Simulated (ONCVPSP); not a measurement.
# P: generating and testing an ONCV potential

Do these settings give a usable potential? It is generated, then checked for transferability, scattering, ghosts and hardness.

Method: ONCVPSP 4.0.1, LDA (Perdew-Wang 92), scalar-relativistic.

## (1) Settings

Typed settings, in words:

- element: phosphorus (P, Z = 15)
- type: optimised norm-conserving Vanderbilt (ONCV)
- frozen core: [Ne]
- valence charge: 5
- reference configuration: 3s2 3p1 (charge +2)
- partial waves: 3s: rc 1.30 bohr, ncon 3, nbas 8, qcut 5.8 1/bohr, 1 projector; 3p: rc 1.20 bohr, ncon 4, nbas 9, qcut 8.2 1/bohr, 2 projectors, debl 3.2 Ha; d scattering state at 0.19 Ha: rc 1.40 bohr, ncon 4, nbas 9, qcut 6.4 1/bohr, 2 projectors, debl 0.8 Ha
- local potential: polynomial inside 0.85 bohr (lpopt 5, dvloc0 -1 Ha)
- core correction: Teter function, fcfact 5, rcfact 1.2

The outer shells as boxes (Hund's rule for the drawing; the calculation is spin-unpolarised):

```
[Ne] core
3s [↑↓]
3p [↑ ][  ][  ]
```

The nodes and maxima of the atom's own shells, from an earlier all-electron run, set the scale for the radii.

All-electron outer shells of the reference configuration (LDA (PZ), scalar-relativistic, ld1.x):

```csv
shell,level (eV),outermost node (bohr),outermost maximum (bohr)
2s,-196.67,0.14,0.42
2p,-148.11,–,0.35
3s,-34.02,0.65,1.50
3p,-24.40,0.63,1.68
```

## (2) The generation run

Contents of P.dat:

```
# ATOM AND REFERENCE CONFIGURATION
# atsym  z   nc   nv     iexc    psfile
  P 15.00    3    2  -001012      upf
#
#   n    l    f
    1    0    2.00
    2    0    2.00
    2    1    6.00
    3    0    2.00
    3    1    1.00
#
# PSEUDOPOTENTIAL AND OPTIMIZATION
# lmax
    2
#
#   l,   rc,      ep,       ncon, nbas, qcut
    0    1.30    0.00    3    8    5.80
    1    1.20    0.00    4    9    8.20
    2    1.40    0.19    4    9    6.40
#
# LOCAL POTENTIAL
# lloc, lpopt,  rc(5),   dvloc0
    4    5    0.85   -1.00
#
# VANDERBILT-KLEINMAN-BYLANDER PROJECTORs
# l, nproj, debl
    0    1    0.50
    1    2    3.20
    2    2    0.80
#
# MODEL CORE CHARGE
# icmod, fcfact, rcfact
    3    5.00    1.20
#
# LOG DERIVATIVE ANALYSIS
# epsh1, epsh2, depsh
   -3.00    5.00    0.02
#
# OUTPUT GRID
# rlmax, drl
    6.00    0.01
#
# TEST CONFIGURATIONS
# ncnf
    4
# nvcnf
#   n    l    f
    2
    3    0    2.00
    3    1    3.00
#
    2
    3    0    2.00
    3    1    2.00
#
    2
    3    0    2.00
    3    1    0.00
#
    2
    3    0    1.00
    3    1    3.00
#
```

Run with:

```sh
$ oncvpsp.x < P.dat > P.out
```

What does the calculation give? Wanted: cutoffs for 1 and 0.1 mHa per electron, occupied waves; bound ghosts; GHOST(+) flags; largest test error; largest phase difference near zero energy, channels read; rms error of d²Exc/dn², without and with the model core.

**Answer**, as computed:

| quantity | value |
| --- | --- |
| cutoffs for 1 and 0.1 mHa per electron, occupied waves | 31 Ha and 164 Ha |
| bound ghosts | s at -45.04 eV, p at -93.42 eV |
| GHOST(+) flags | none at low energy |
| largest test error (AE − PS) | -43 meV, for 3s2 3p3 (1 test unsolved) |
| largest phase difference near zero energy, channels read | 0.018 rad |
| rms error of d²Exc/dn², without and with the model core | 6.63 and 2.70 mHa |

What this shows: A bound ghost (s, p) makes it unfit for use: electrons can fall into a state that the atom doesn't have. By total energies transferability is fair where solved: the largest error is 43 meV on 29.1 eV, for 3s2 3p3. Of the tests 1 gave no usable energy difference, which is a warning in itself. It counts as of middling hardness, with 31 Ha needed at the looser tolerance. The tighter tolerance needs 164 Ha, and converged work needs a cutoff nearer that. At the looser tolerance the 3p wave is the slowest; 3s needs 11 Ha. Near zero energy the phases of the channels with partial waves agree within 0.018 rad. The pseudo curves have a pole with no partner nearby in the atom's: s at -1.65 Ha. All of this concerns the isolated atom, not yet a solid.
